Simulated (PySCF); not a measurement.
# Cu2H12N4Se2 ([(NH3)2Cu(mu-Se)2Cu(NH3)2]): the cost of one run

Programs: PySCF 2.14.0, with routines of our own; each step states its level. All values are computed. Atoms count from 0.

## 1. The starting structure

20 atoms, charge 0, high-spin multiplicity 3; geometry from: idealised, bond lengths from ionic radii.

The system (edge-sharing dimer): [(NH3)2Cu(mu-Se)2Cu(NH3)2]. The metals (Cu(II), Cu(II)) are 3.01 Å apart; the bridge angle is 79°; the spin sites are atom 0 (1 unpaired) and atom 1 (1 unpaired).

## 2. Magnetic exchange: PBE0/def2-SVP H:def2-SV(P) in water

Job settings and geometry (Å):

```
{"job": {"kind": "bs", "xc": "PBE0", "basis": {"default": "def2-SVP", "H": "def2-SV(P)"}, "grid": 1, "solvent": "water"}, "charge": 0, "high_spin_multiplicity": 3, "spin_sites": [[[0], 1], [[1], 1]]}
Cu    -1.505000    -0.000000    -0.000000
Cu     1.505000    -0.000000    -0.000000
Se    -0.000000     1.825700    -0.000000
Se    -0.000000    -1.825700    -0.000000
N     -2.898400    -1.434700    -0.000000
H     -3.154300    -1.698100     0.951600
H     -3.745500    -1.124000    -0.475800
H     -2.563100    -2.272300    -0.475800
N     -2.898400     1.434700    -0.000000
H     -3.154300     1.698100     0.951600
H     -2.563100     2.272300    -0.475800
H     -3.745500     1.124000    -0.475800
N      2.898400     1.434700    -0.000000
H      3.154300     1.698100     0.951600
H      3.745500     1.124000    -0.475800
H      2.563100     2.272300    -0.475800
N      2.898400    -1.434700    -0.000000
H      3.154300    -1.698100     0.951600
H      2.563100    -2.272300    -0.475800
H      3.745500    -1.124000    -0.475800
```

With the program's defaults for keys left out, this is: PBE0/def2-SVP H:def2-SV(P) high-spin and broken-symmetry single points, IEF-PCM water.

Run with:

```bash
$ OMP_NUM_THREADS=1 python exch_run.py task.json out
```

One launch serves the whole session: the jobs run in the order shown.

**Question.** How long does this first job take on 1 thread of Intel Xeon 6975P-C (Granite Rapids), shared host?

About 75 s.
